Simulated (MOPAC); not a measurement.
# C3H8AlBO (SMILES C=CCB[O][AlH2]): PM6

Aim: molecular dynamics of C3H8AlBO. Input form: an ASE script.

Program for the calculation: MOPAC 23.2.5.

4 further runs of the same task are left out: 4 set aside as unsound or not needed.

## (1) Starting point

The species is C3H8AlBO (14 atoms), meant as a singlet with charge 0. As SMILES, `C=CCB[O][AlH2]`. Geometry: a GFN2-xTB relaxation, a rough one for these elements and not checked as a minimum. This is one conformer, not always the lowest. The run starts from this shape.

Bond lengths: C1–C2 1.321 Å, C2–C3 1.500 Å, C3–B4 1.598 Å, B4–O5 1.339 Å, O5–Al6 1.661 Å, C1–H7 1.078 Å, C1–H8 1.077 Å, C2–H9 1.083 Å, C3–H10 1.092 Å, C3–H11 1.090 Å, B4–H12 1.177 Å, Al6–H13 1.534 Å, Al6–H14 1.533 Å. Some angles: C1–C2–C3 124.8°, C2–C3–B4 107.4°, C3–B4–O5 119.5°, B4–O5–Al6 174.5°, C1–C2–H9 120.3°, C3–C2–H9 114.9°, C2–C1–H7 121.7°, C2–C1–H8 122.1°, C2–C3–H10 108.3°, C2–C3–H11 109.2°.

## (2) A short trajectory at PM6

Contents of job.py:

```python
from ase.calculators.mopac import MOPAC
import numpy as np
from ase import units
from ase.md.velocitydistribution import MaxwellBoltzmannDistribution, Stationary, ZeroRotation
from ase.md.verlet import VelocityVerlet
from ase import Atoms

mol = Atoms(
    ['C', 'C', 'C', 'B', 'O', 'Al', 'H', 'H', 'H', 'H', 'H', 'H', 'H', 'H'],
    positions=[
        [-2.611050, 0.666610, 0.034680],
        [-1.307230, 0.669430, 0.244690],
        [-0.532430, -0.470060, 0.836720],
        [0.392040, -1.071480, -0.319090],
        [1.620080, -0.571440, -0.508040],
        [3.106900, 0.157450, -0.633540],
        [-3.224950, -0.178290, 0.300260],
        [-3.122160, 1.508550, -0.401080],
        [-0.710660, 1.529680, -0.033690],
        [0.081900, -0.080370, 1.651710],
        [-1.227920, -1.206100, 1.239510],
        [-0.009790, -1.910800, -1.040330],
        [3.392120, 1.414580, 0.198420],
        [4.153160, -0.457770, -1.570220],
    ],
)
calc = MOPAC(label="job", method="PM6", task="1SCF GRADIENTS PULAY PL ITRY=400 DAMP=0.5 AUX(PRECISION=9) THREADS=1", charge=0)
mol.calc = calc
MaxwellBoltzmannDistribution(mol, temperature_K=500, rng=np.random.default_rng(582))
Stationary(mol)
ZeroRotation(mol)
dyn = VelocityVerlet(mol, timestep=0.25 * units.fs, trajectory="opt.traj", logfile="-")
dyn.run(31)
epot = mol.get_potential_energy()
print("energy / eV: %.6f" % epot)
print("forces (eV/A):")
for sym, f in zip(mol.get_chemical_symbols(), mol.get_forces()):
    print(f"{sym:2s} {f[0]:10.5f} {f[1]:10.5f} {f[2]:10.5f}")
homo, lumo = calc.get_homo_lumo_levels()
print(f"HOMO {homo:.3f} eV, LUMO {lumo:.3f} eV, gap {lumo - homo:.3f} eV")
print("final positions (A):")
for atom in mol:
    print(f"{atom.symbol:2s} {atom.x:11.6f} {atom.y:11.6f} {atom.z:11.6f}")
```

On the command line:

```
$ export ASE_MOPAC_COMMAND="mopac PREFIX.mop > /dev/null 2>&1"
$ python job.py
```

**Question.** What will come out? Wanted: potential energy of the last frame.

Computed results:

Level: PM6.

| quantity | value |
| --- | --- |
| potential energy of the last frame | -32.06581 Eh |
